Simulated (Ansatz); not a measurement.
**F2H4OSi2: a ladder of functionals and wavefunction methods**

The task here is to estimate one member of a computed series from the others.

Computed with Ansatz 0.2.0, Gaussian basis. Level: functionals in def2-TZVPP, the program's frozen cores in correlated methods.

Plan: PBE-D4, r2SCAN-D4, PBE0-D4, B3LYP-D4, ωB97X-V, ωB97M-V, B2PLYP; CCSD(T)/def2-TZVPP; MP2/def2-QZVPP; extrapolation to the limit.

### Structure used throughout

All runs share one geometry, relaxed beforehand with PBE0-D4 in a triple-zeta def2 set.

9 atoms, charge 0, spin multiplicity 1.

Atoms are counted from 1 here; the program's logs count them from 0.

Bond lengths: O1–Si2 1.635 Å, O1–H6 0.959 Å, Si2–F3 1.601 Å, Si2–Si4 2.349 Å, Si2–H7 1.487 Å, Si4–F5 1.606 Å, Si4–H8 1.485 Å, Si4–H9 1.486 Å. Angles: Si2–O1–H6 119.6°, O1–Si2–F3 110.6°, O1–Si2–Si4 104.6°, O1–Si2–H7 111.1°, F3–Si2–Si4 109.8°, F3–Si2–H7 105.3°, Si4–Si2–H7 115.6°, Si2–Si4–F5 109.1°, Si2–Si4–H8 111.4°, Si2–Si4–H9 110.7°, F5–Si4–H8 108.2°, F5–Si4–H9 107.8°, H8–Si4–H9 109.5°.

As a file:

```
atom    x (Å)    y (Å)    z (Å)
  O1  -1.5100  -1.1695  -0.0440
 Si2  -0.6117   0.0351  -0.6895
  F3  -0.0226  -0.4022  -2.1126
 Si4   1.1469   0.3439   0.8374
  F5   2.0934   1.5327   0.3164
  H6  -2.3712  -1.3685  -0.4153
  H7  -1.4444   1.2362  -0.9626
  H8   1.9724  -0.8834   0.9680
  H9   0.6210   0.7333   2.1712
```

Set-up of the first run:

The input, in.yaml:

```yaml
crystal:
  periodic: [false, false, false]
  atoms:
    - {symbol: O, position_ang: [-1.510021, -1.169491, -0.044031]}
    - {symbol: Si, position_ang: [-0.611689, 0.035138, -0.689473]}
    - {symbol: F, position_ang: [-0.022617, -0.402196, -2.112566]}
    - {symbol: Si, position_ang: [1.146904, 0.343905, 0.837393]}
    - {symbol: F, position_ang: [2.093402, 1.532668, 0.316387]}
    - {symbol: H, position_ang: [-2.371241, -1.368461, -0.415252]}
    - {symbol: H, position_ang: [-1.444385, 1.236172, -0.962648]}
    - {symbol: H, position_ang: [1.972426, -0.883447, 0.967998]}
    - {symbol: H, position_ang: [0.621021, 0.733312, 2.171190]}
basis:
  gaussian: {orbitals: def2-TZVPP}
hamiltonian: {xc: pbe, dispersion: d4}
output: {forces: true, orbitals: {seedname: orbitals}}
```

Among the steps run: PBE-D4 (GGA); r2SCAN-D4 (meta-GGA); PBE0-D4 (hybrid); B3LYP-D4 (hybrid); ωB97X-V (range-separated); ωB97M-V (range-separated); B2PLYP (double hybrid); CCSD(T) in def2-TZVPP; MP2 in def2-QZVPP.

One of the session's tables, all rows but one given; the rest of the session is left out.

```
            method  atomisation energy (kJ/mol)
            PBE-D4                       3297.4
         r2SCAN-D4                       3289.7
           PBE0-D4                       3234.0
          B3LYP-D4                       3270.1
           ωB97X-V                       3308.7
           ωB97M-V                       3292.3
            B2PLYP                       3251.9
     HF/def2-TZVPP                       2433.4
    MP2/def2-TZVPP                       3290.0
   CCSD/def2-TZVPP                       3166.6
CCSD(T)/def2-TZVPP                       3209.0
           MP2/CBS                            ?
       CCSD(T)/CBS                       3315.3
```

Estimate the missing values for MP2/CBS.

The run gave: atomisation energy (kJ/mol): 3396.3. In the column «atomisation energy (kJ/mol)» it is the highest.

Limits of these values: Free atoms (1 O, 2 Si, 2 F, 4 H) were run apart at each level; the atomisation energy is their sum less the molecule, without zero-point or spin-orbit terms.
